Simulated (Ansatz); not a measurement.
# CHBNSi: the cost of one run

Program: Ansatz 0.2.0. Level of theory: UHF/def2-SVP. These are calculated values, not measurements.

### Step 1. The structure to begin with

Bond lengths: B1–Si2 1.962 Å, Si2–C3 1.886 Å, B1–N4 1.376 Å, C3–N4 1.365 Å, C3–H5 1.083 Å. Angles: B1–Si2–C3 55.0°, Si2–B1–N4 99.3°, Si2–C3–N4 103.4°, Si2–C3–H5 137.1°, N4–C3–H5 119.3°, B1–N4–C3 80.9°.

Coordinates:

```xyz
5

B    -1.2495   -0.1755   -0.0506
Si   -0.0910   -0.9454    1.3334
C     0.5085    0.0838   -0.1293
N    -0.5207    0.9540   -0.3462
H     1.3527    0.0831   -0.8074
```

### Step 2. End point A

Input file input.yaml:

```yaml
crystal:
  periodic: [false, false, false]
  atoms:
    - { symbol: B, position_ang: [-1.2495, -0.17549, -0.05062] }
    - { symbol: Si, position_ang: [-0.09104, -0.94544, 1.33342] }
    - { symbol: C, position_ang: [0.50848, 0.08382, -0.12925] }
    - { symbol: "N", position_ang: [-0.52069, 0.954, -0.34617] }
    - { symbol: H, position_ang: [1.35274, 0.08312, -0.80738] }
magnetization:
  spin_polarized: true
  initial_magnetization: 1
basis:
  gaussian: { orbitals: def2-SVP }
hamiltonian:
  xc: hf
relax:
  f_tol: 0.02
  max_steps: 50
```

On the command line:

```
ansatz run input.yaml --threads 1 --pin off --max-ram 2048MiB --backend cpu --events-out ev --progress --plain --runs-dir out
```

Q: Estimate wall time and peak memory on 1 thread of an Arm CPU, shared host.

About 15 s, with a peak of 0.14 GiB.
